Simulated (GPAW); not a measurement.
Runs of GPAW 26.7.0 on CuF. Symmetry: P4/mmm, No. 123, tetragonal system. Conventional cell: a = 2.471 Å, b = 2.471 Å, c = 3.417 Å, α = 90.00°, β = 90.00°, γ = 90.00°. Around Cu (site symmetry 4/mmm) lie 8 F at 2.44 Å and 4 Cu at 2.47 Å. F (site symmetry 4/mmm) is surrounded by 8 Cu at 2.44 Å and 4 F at 2.47 Å. The cell was built by a generator and needn't be a form met in nature.

```tsv
task	level	potentials or basis	U	k mesh	cutoff (eV)	smearing	maxiter	fermi k mesh	convergence	kernel	response ecut	mesh quality	gap on the mesh (eV)	pressure (GPa)
electron localisation function	PBE	GPAW PAW data sets (gpaw-data 1.2.1), pw	-	7 × 7 × 5	680	fermi-dirac 0.01 eV	150	-	-	-	-	coarse	none	(a)
Fermi surface	PBE+D4	GPAW PAW data sets (gpaw-data 1.2.1), pw	-	7 × 7 × 5	680	fermi-dirac 0.01 eV	150	12 × 12 × 8	-	-	-	coarse	none	0.7
single point	LDA	the program's PAW data sets (release 1.2.1) made for this functional, pw	-	9 × 9 × 6	600	fermi-dirac 0.05 eV	120	-	default	-	-	not flagged	none	-9.1
eps q	LDA+U	the program's PAW data sets (release 1.2.1) made for this functional, pw	Cu d U = 4 eV	9 × 9 × 6	650	fermi-dirac 0.05 eV	150	-	-	RPA	60 eV	not flagged	none	-
single point	LDA+U	the program's PAW data sets (release 1.2.1) made for this functional, pw	Cu d U = 4 eV	9 × 9 × 6	650	fermi-dirac 0.05 eV	120	-	default	-	-	not flagged	none	-11.3
```

Alike in all rows: no spin polarisation; cell as given.

Q: Estimate the missing entries.

A: (a) 4.0.

Caveats: some runs use coarse meshes; the run has no spin polarisation, though such a crystal can be magnetic; with this Cu data set, volumes or pressures lay over 1.5 % or 2 GPa off other programs in two to four cells of ten (some runs); the cutoff is short for stress and forces, so pressures can be off by a GPa or more (some runs); semilocal functionals often make such compounds metallic where correlation or magnetic order opens a gap, which also shifts bond lengths (some runs); U without spin polarisation on a metal has little footing (some runs); pairwise dispersion overbinds metals, which lowers pressure and volume (some runs); response on these states lacks terms of the Hamiltonian (some runs).

A k mesh can miss the band edges.

A gap of «none» marks a metal or a gap under the smearing width.

Not every run made on this cell is shown here.
